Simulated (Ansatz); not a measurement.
Below is the output of a Python script on Ansatz's Python interface that makes a band structure of Cu, space group Cmcm. Write a script that gives it. Use: r2SCAN, PAW, the default cutoff (500 eV here), 9×9×8 k-points, Methfessel-Paxton smearing of 0.1 eV.

```
Cu
1.0
     1.21846   -3.97638    0.00000
     1.21846    3.97638    0.00000
     0.00000    0.00000    2.47550
Cu
2
Cartesian
  1.2185 2.9118 0.6189
  1.2185 -2.9118 1.8566
```

```console
$ python cu.py
converged          True
n_iterations       8
n_electrons        38.0
n_kpoints          125
n_pw               607
n_symmetry_ops     8
free_energy_ev     -13262.15576083701
fermi_energy_ev    16.24382410223667
zero of the bands: 16.244 eV, the Fermi level found on the SCF mesh
channel 0: bands that cross the Fermi level on this path: [19, 20]
  0.000   0.000   0.000     -1.508   -0.069
  0.000   0.083   0.000     -1.512    0.324
  0.000   0.167   0.000     -1.531    1.013
  0.000   0.250   0.000     -1.574    1.594
  0.000   0.333   0.000     -1.636    2.042
  0.000   0.417   0.000     -1.277    2.400
  0.000   0.500   0.000     -0.494    1.346
  0.000   0.500   0.083     -0.335    1.438
  0.000   0.500   0.167      0.210    1.664
  0.000   0.500   0.250      1.119    2.007
  0.000   0.500   0.333      2.246    2.532
  0.000   0.500   0.417      3.285    3.377
  0.000   0.500   0.500      3.872    3.872
  0.000   0.417   0.500      3.126    3.126
  0.000   0.333   0.500      1.945    1.945
  0.000   0.250   0.500      1.024    1.024
  0.000   0.167   0.500      0.426    0.426
  0.000   0.083   0.500      0.091    0.091
  0.000   0.000   0.500     -0.018   -0.018
 -0.083   0.083   0.500     -0.041   -0.041
 -0.167   0.167   0.500     -0.116   -0.116
 -0.250   0.250   0.500     -0.256   -0.256
 -0.333   0.333   0.500     -0.481   -0.481
 -0.417   0.417   0.500     -0.787   -0.787
 -0.500   0.500   0.500     -1.016   -1.016
```

One script that gives this output:

`cu.py`
```python
"""Band structure of Cu."""

import warnings

import ansatz
import numpy as np
from pymatgen.core import Lattice, Structure
from pymatgen.io.ase import AseAtomsAdaptor

warnings.simplefilter("ignore", ansatz.DeckWarning)

pmg_structure = Structure(
    Lattice([(1.21846369, -3.97637801, 0.0), (1.21846369, 3.97637801, 0.0), (0.0, 0.0, 2.47549552)]),
    ["Cu", "Cu"],
    [
        (0.13386665, 0.86613335, 0.25),
        (0.86613335, 0.13386665, 0.75),
    ],
)
cell = ansatz.Crystal.from_ase(AseAtomsAdaptor.get_atoms(pmg_structure))

# vertices of the path, as fractions of the reciprocal vectors
path = [
    ("G", (0.0, 0.0, 0.0)),
    ("S", (0.0, 0.5, 0.0)),
    ("R", (0.0, 0.5, 0.5)),
    ("Z", (0.0, 0.0, 0.5)),
    ("T", (-0.5, 0.5, 0.5)),
]
calculation = cell.calculation()
calculation = calculation.functional("r2SCAN").pseudopotentials("paw")
calculation = calculation.kpoints(mesh=(9, 9, 8), center="gamma")
calculation = calculation.occupations("Methfessel-Paxton", width=0.1).scf(tolerance=1e-08)
calculation = calculation.band_structure([point for _, point in path], intervals=6)
calculation = calculation.scf(extra_bands=6)
res = calculation.run()
r = res.report

for key in ("converged", "n_iterations", "n_electrons", "n_kpoints", "n_pw", "n_symmetry_ops", "free_energy_ev", "fermi_energy_ev"):
    print(f"{key:18s} {r[key]}")

bands = res.band_structure()
fermi = bands.fermi_energy_ev
print(f"zero of the bands: {fermi:.3f} eV, the Fermi level found on the SCF mesh")
for spin, channel in enumerate(bands.channels):
    levels = channel.eigenvalues_ev - fermi
    crossing = [b for b in range(levels.shape[1]) if levels[:, b].min() < 0 < levels[:, b].max()]
    print(f"channel {spin}: bands that cross the Fermi level on this path:", [b + 1 for b in crossing] or "none")
    shown = crossing or sorted(np.argsort(np.abs(levels).min(axis=0))[:2])
    for k, row in zip(bands.kpoints_frac, levels[:, shown]):
        print(f"{k[0]:7.3f} {k[1]:7.3f} {k[2]:7.3f}  ", " ".join(f"{e:8.3f}" for e in row))
```

What to keep in mind:
- Total energies depend on the potentials; only differences at equal settings carry meaning. A total without «per atom» is that of the cell as typed.
- For a metal this k-point mesh is coarse: on a finer one energies can move by several to tens of meV an atom and pressures by half a GPa or more, differences at one mesh by less.
- The zero of the levels is a convention of the potentials, so an absolute Fermi energy is no work function.
- This isn't the structure that Cu takes at ambient conditions.
- Gaps and levels are Kohn-Sham values on a finite set of k-points.
- Timing: 7.5 s on 1 thread of Intel(R) Xeon(R) Platinum 8488C (Sapphire Rapids), on a shared host, peak memory 0.55 GiB.

(Lines on the test bed's own set-up are left out of the output.)
